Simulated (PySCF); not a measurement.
Runs of PySCF 2.14.0 on ClGeBrH2. The cell holds a molecule in a box, 5 atoms: a = 13.000 Å, b = 12.000 Å, c = 12.000 Å, α = 90.00°, β = 90.00°, γ = 90.00°. 

```csv
task,level,three-body dispersion term,conv_tol,grid for exchange and correlation,frozen core bands,exxdiv,gap on the mesh (eV)
atomic charges,revPBE+D3(OP),no,1e-07 Ha,"Becke, atom-centred",-,-,5.38
excitation energies (Tamm-Dancoff),PBE0,-,1e-08 Ha,"Becke, atom-centred",23,ewald,7.58
atomic charges,wB97X,-,1e-07 Ha,"Becke, atom-centred",-,ewald,(a)
MP2 correlation energy,HF,-,1e-08 Ha,-,23,ewald,14.11
atomic charges,PBE50,-,1e-07 Ha,"Becke, atom-centred",-,ewald,9.85
atomic charges,PBE0+D3,no,1e-07 Ha,"Becke, atom-centred",-,ewald,7.58
```

Alike in all rows: potentials or basis 6-31g* (all-electron); no spin polarisation; cell as given; k mesh 1 × 1 × 1; smearing fixed.

Estimate the missing entries.

(a) 12.11.

Caveats: this is a molecule in a periodic box at the Γ point, so its band gap is the HOMO-LUMO gap; relativity is left out, which matters for the heavier elements; the basis of atomic orbitals isn't converged, which shifts pressures, moduli and gaps; the basis is small and the box finite, so much correlation energy is missing and levels can be off by tenths of an eV (some runs); the iterative solver can pass over a root and still report convergence (some runs).

A k mesh can miss the band edges, and the runs leave out spin-orbit coupling on Br, Ge.

Runs at the PBE level aren't shown here.
